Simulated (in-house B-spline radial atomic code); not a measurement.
# Os⁷⁺: highest level by several methods

In exact Kohn-Sham theory the highest occupied level equals minus the energy to remove an electron. How near do common methods come for Os⁷⁺?

The numbers are computed with in-house B-spline radial atomic code version 1 (scalar-relativistic (X2C), several functionals, spin-polarised; spherical all-electron atom at the radial basis limit), except any that are marked as measured or tabulated.

### Step 1. The system

* element: osmium (Z = 76)
* charge: +7
* electrons: 69
* configuration: [Xe] 4f14 5d1
* nucleus: Fermi, rms radius 5.413 fm

The outer shells:

[Xe] 4f14 5d1
```
[Xe] core
4f [↑↓][↑↓][↑↓][↑↓][↑↓][↑↓][↑↓]
5d [↑ ][  ][  ][  ][  ]
```

Where spins are not typed, each open shell is filled with up spins first.

### Step 2. exchange-only LDA

Settings, as recorded:

```ini
Z = 76
electrons = 69.0
configuration = [Xe] 4f14 5d1
hamiltonian = x2c
method = lda,
spin_polarised = True
nucleus = fermi
rms_radius = 5.4126
mass_number = 192
atomic_mass = 191.961478765
speed_of_light = 137.035999084
```

### Step 3. PBE

Changes to the settings of step 2:

```diff
@@ -4,3 +4,3 @@
 hamiltonian = x2c
-method = lda,
+method = pbe,pbe
 spin_polarised = True
```

### Step 4. PW91

Changes to the settings of step 3:

```diff
@@ -4,3 +4,3 @@
 hamiltonian = x2c
-method = pbe,pbe
+method = pw91,pw91
 spin_polarised = True
```

### Step 5. Hartree-Fock

Changes to the settings of step 4:

```diff
@@ -4,3 +4,3 @@
 hamiltonian = x2c
-method = pw91,pw91
+method = hf
 spin_polarised = True
```

### Step 6. SCAN

Changes to the settings of step 5:

```diff
@@ -4,3 +4,3 @@
 hamiltonian = x2c
-method = hf
+method = scan,scan
 spin_polarised = True
```

### Step 7. revTPSS

Changes to the settings of step 6:

```diff
@@ -4,3 +4,3 @@
 hamiltonian = x2c
-method = scan,scan
+method = revtpss,revtpss
 spin_polarised = True
```

**Question.** The tabulated ionisation energy is 102.02 ± 0.07 eV (semi-empirical; NIST Atomic Spectra Database). What does each method give, and which comes nearest?

**Answer**, as computed:

| method | rung | total energy (hartree) | −ε highest (eV) | −ε less tabulated (eV) |
| --- | --- | --- | --- | --- |
| exchange-only LDA | LDA | -17225.8714 | 91.985 (5d up) | -10.035 |
| PBE | GGA | -17244.3119 | 93.273 (5d up) | -8.747 |
| PW91 | GGA | -17245.9926 | 93.379 (5d up) | -8.641 |
| SCAN | meta-GGA | -17245.1615 | 93.124 (5d up) | -8.896 |
| revTPSS | meta-GGA | -17242.0435 | 93.144 (5d up) | -8.876 |
| Hartree-Fock | Hartree-Fock | -17239.1906 | 100.432 (5d up) | -1.588 |

**Reading.** Against the tabulated ionisation energy, 102.02 ± 0.07 eV (semi-empirical; NIST Atomic Spectra Database), the best here is Hartree-Fock (-1.588 eV) and the worst exchange-only LDA (-10.035 eV, or 9.8 %). Mean absolute error by rung (exchange-only levels left out): GGA 8.69 eV, meta-GGA 8.89 eV, Hartree-Fock 1.59 eV. Relativistic terms that these runs lack can be as large as the gaps between close methods, so the nearest may be so by luck. PBE is off by -8.747 eV. Spin-orbit coupling is left out. Open shells are averaged (over orientations, and over spins where the run is restricted), while tables refer to the lowest levels. Every semilocal functional puts the level too high: its potential dies off too fast far from the nucleus, because each electron partly repels itself. A difference of total energies usually does far better than −ε.

Members of this set that are not shown: 4 used exact exchange with fractional occupations of an open shell, which is unsound here.
